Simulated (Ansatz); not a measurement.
# H4N2O2W: the cost of one run

Computed with Ansatz 0.2.0, Gaussian basis. Level: the settings change from run to run.

### Step 1. The molecule

The structure was relaxed beforehand with PBE0-D4 in a triple-zeta def2 set. W takes a core potential in def2 sets; no spin-orbit term is included.

9 atoms, charge 0, spin multiplicity 1.

Atoms are counted from 1 here; the program's logs count them from 0.

Bond lengths: N1–W2 1.750 Å, N1–H6 1.007 Å, W2–N3 1.750 Å, W2–O4 1.903 Å, W2–O5 1.903 Å, N3–H7 1.007 Å, O4–H8 0.959 Å, O5–H9 0.959 Å. Angles: W2–N1–H6 156.7°, N1–W2–N3 112.8°, N1–W2–O4 108.7°, N1–W2–O5 107.4°, N3–W2–O4 107.4°, N3–W2–O5 108.7°, O4–W2–O5 111.9°, W2–N3–H7 156.7°, W2–O4–H8 119.9°, W2–O5–H9 119.9°.

### Step 2. r2SCAN0/def2-TZVP

Options: finite nuclei, high accuracy.

File in.yaml:

```yaml
crystal:
  periodic: [false, false, false]
  atoms:
    - {symbol: N, position_ang: [-0.482722, 0.361151, -1.577223]}
    - {symbol: W, position_ang: [-0.079142, -0.016252, 0.083145]}
    - {symbol: N, position_ang: [1.646474, -0.121975, 0.353691]}
    - {symbol: O, position_ang: [-0.828917, -1.708544, 0.524818]}
    - {symbol: O, position_ang: [-0.783869, 1.377184, 1.170668]}
    - {symbol: H, position_ang: [-0.308849, 0.584806, -2.543484]}
    - {symbol: H, position_ang: [2.623452, -0.109247, 0.110256]}
    - {symbol: H, position_ang: [-1.517683, -2.085537, -0.026479]}
    - {symbol: H, position_ang: [-0.268744, 1.718414, 1.904598]}
basis:
  gaussian: {orbitals: def2-TZVP, nuclear_model: gaussian}
hamiltonian: {xc: {name: r2SCAN0}}
accuracy: high
output: {forces: true}
```

Started as:

```sh
> ansatz run in.yaml --threads 4 --pin off --events-out ev --progress --plain --max-ram 10444MiB
```

**Question.** How long does this run take on 4 threads of Arm Neoverse V2, shared host, and how much memory does it need?

About 14 s, with a peak of 1.1 GiB.
